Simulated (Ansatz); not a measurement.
**C₁₀H₁₀ClFTi: up Jacob's ladder to CCSD(T)**

An exercise on one series of results from a longer session: the logs are not shown, and one member is left open.

Computed with Ansatz 0.2.0, Gaussian basis. Level: functionals in def2-TZVPP, the program's frozen cores in correlated methods.

Plan: LDA (SPW92), PBE-D4, revPBE-D4, BLYP-D4, r2SCAN-D4, B97M-V, PBE0-D4, B3LYP-D4, r2SCANh-D4, r2SCAN0-D4, HSE06-D4, BHLYP-D4, CAM-B3LYP-D4, LC-ωPBE, ωB97X-V, ωB97M-V, B2PLYP, PBE-QIDH; CCSD(T)/def2-SVP; CCSD(T)/def2-TZVPP; MP2/def2-QZVPP; extrapolation to the limit; RPA on PBE.

## Structure used throughout

An earlier PBE0-D4 in a triple-zeta def2 set relaxation fixed the geometry.

SMILES `[F][Ti]12345678([Cl])([C@H]9[C@@H]1[C@@H]2[C@@H]3[C@H]94)[C@H]1[C@@H]5[C@@H]6[C@@H]7[C@H]18`, 23 atoms, charge 0, spin multiplicity 1.

Atoms are counted from 1 here; the program's logs count them from 0.

Bond lengths: F1–Ti2 1.814 Å, Ti2–Cl3 2.326 Å, Ti2–C4 2.410 Å, Ti2–C5 2.359 Å, Ti2–C6 2.383 Å, Ti2–C7 2.389 Å, Ti2–C8 2.402 Å, Ti2–C9 2.368 Å, Ti2–C10 2.386 Å, Ti2–C11 2.395 Å, Ti2–C12 2.407 Å, Ti2–C13 2.377 Å, C4–C5 1.409 Å, C4–C8 1.397 Å, C4–H14 1.078 Å, C5–C6 1.418 Å, C5–H15 1.079 Å, C6–C7 1.399 Å and more. Angles: F1–Ti2–Cl3 97.4°, F1–Ti2–C4 75.8°, F1–Ti2–C5 95.4°, F1–Ti2–C6 129.4°, F1–Ti2–C7 128.0°, F1–Ti2–C8 93.8°, F1–Ti2–C9 108.4°, F1–Ti2–C10 78.5°, F1–Ti2–C11 82.6°, F1–Ti2–C12 115.3°, F1–Ti2–C13 135.1°, Cl3–Ti2–C4 110.4°, Cl3–Ti2–C5 135.9°, Cl3–Ti2–C6 114.0°, Cl3–Ti2–C7 82.0°, Cl3–Ti2–C8 80.1°, Cl3–Ti2–C9 133.6°, Cl3–Ti2–C10 124.4° and more.

As a file:

```xyz
23

F     0.54835   -0.26024   -2.18098
Ti    0.26176   -0.38151   -0.39364
Cl    1.20610   -2.48429   -0.07991
C    -1.93697   -0.58379   -1.35976
C    -1.92490    0.50026   -0.46002
C    -1.74217   -0.02360    0.84544
C    -1.57639   -1.40811    0.73473
C    -1.69421   -1.75445   -0.63674
C     0.65299    1.74555    0.57146
C     1.50680    1.64846   -0.53957
C     2.43522    0.62019   -0.28974
C     2.17136    0.09828    0.99052
C     1.06222    0.77628    1.52183
H    -1.99664   -0.50749   -2.43372
H    -2.06513    1.53896   -0.71774
H    -1.71425    0.54886    1.75888
H    -1.35758   -2.09268    1.53931
H    -1.55793   -2.74096   -1.04916
H    -0.16518    2.43945    0.68404
H     1.41372    2.20347   -1.46024
H     3.17108    0.24783   -0.98516
H     2.68914   -0.72436    1.45464
H     0.61266    0.59393    2.48551
```

Set-up of the first run:

File in.yaml:

```yaml
crystal:
  periodic: [false, false, false]
  atoms:
    - {symbol: F, position_ang: [0.548347, -0.260241, -2.180979]}
    - {symbol: Ti, position_ang: [0.261757, -0.381512, -0.393640]}
    - {symbol: Cl, position_ang: [1.206097, -2.484290, -0.079911]}
    - {symbol: C, position_ang: [-1.936971, -0.583793, -1.359757]}
    - {symbol: C, position_ang: [-1.924902, 0.500258, -0.460019]}
    - {symbol: C, position_ang: [-1.742172, -0.023600, 0.845437]}
    - {symbol: C, position_ang: [-1.576395, -1.408109, 0.734732]}
    - {symbol: C, position_ang: [-1.694210, -1.754445, -0.636743]}
    - {symbol: C, position_ang: [0.652988, 1.745547, 0.571464]}
    - {symbol: C, position_ang: [1.506800, 1.648461, -0.539568]}
    - {symbol: C, position_ang: [2.435223, 0.620194, -0.289738]}
    - {symbol: C, position_ang: [2.171355, 0.098285, 0.990524]}
    - {symbol: C, position_ang: [1.062220, 0.776279, 1.521833]}
    - {symbol: H, position_ang: [-1.996641, -0.507491, -2.433717]}
    - {symbol: H, position_ang: [-2.065133, 1.538957, -0.717738]}
    - {symbol: H, position_ang: [-1.714248, 0.548857, 1.758879]}
    - {symbol: H, position_ang: [-1.357583, -2.092681, 1.539312]}
    - {symbol: H, position_ang: [-1.557934, -2.740963, -1.049157]}
    - {symbol: H, position_ang: [-0.165185, 2.439454, 0.684036]}
    - {symbol: H, position_ang: [1.413723, 2.203465, -1.460240]}
    - {symbol: H, position_ang: [3.171084, 0.247826, -0.985160]}
    - {symbol: H, position_ang: [2.689138, -0.724360, 1.454641]}
    - {symbol: H, position_ang: [0.612660, 0.593934, 2.485506]}
basis:
  gaussian: {orbitals: def2-TZVPP}
hamiltonian: {xc: lda}
output: {orbitals: {seedname: orbitals}}
```

Started as:

```
$ ansatz run in.yaml --threads 11 --pin off --events-out ev --progress --plain --max-ram 174080MiB --backend cuda --devices 0, --max-vram 75GiB
```

Among the steps run: LDA; PBE-D4 (GGA); revPBE-D4 (GGA); BLYP-D4 (GGA); r2SCAN-D4 (meta-GGA); B97M-V (meta-GGA); PBE0-D4 (hybrid); B3LYP-D4 (hybrid); r2SCANh-D4 (hybrid); r2SCAN0-D4 (hybrid); HSE06-D4 (hybrid); BHLYP-D4 (hybrid); CAM-B3LYP-D4 (range-separated); LC-ωPBE (range-separated); ωB97X-V (range-separated); ωB97M-V (range-separated); B2PLYP (double hybrid); PBE-QIDH (double hybrid).

One table of the session follows, with a row left open; its other results are not shown here.

It belongs to the step «Orbital energies across the functionals». 

```
  functional  HOMO (eV)  LUMO (eV)  gap (eV)
 LDA (SPW92)      -5.84      -3.35      2.49
      PBE-D4      -5.65      -3.07      2.58
   revPBE-D4      -5.57      -2.97      2.60
     BLYP-D4      -5.47      -2.95      2.53
   r2SCAN-D4      -5.84      -2.99      2.85
      B97M-V      -5.89      -2.96      2.92
     PBE0-D4      -6.68      -2.03      4.65
    B3LYP-D4      -6.47      -2.29      4.18
  r2SCANh-D4      -6.23      -2.59      3.64
  r2SCAN0-D4      -6.82      -1.98      4.84
    HSE06-D4      -6.29      -2.41      3.88
    BHLYP-D4      -7.54      -0.82      6.72
CAM-B3LYP-D4          ?          ?         ?
     LC-ωPBE      -9.15       0.15      9.31
     ωB97X-V      -8.82       0.15      8.97
     ωB97M-V      -8.73       0.13      8.85
```

**Question.** Estimate the row for CAM-B3LYP-D4.

As computed: HOMO (eV): -7.89; LUMO (eV): -0.93; gap (eV): 6.96. In the column «HOMO (eV)» it lies between ωB97M-V (-8.73) and BHLYP-D4 (-7.54).
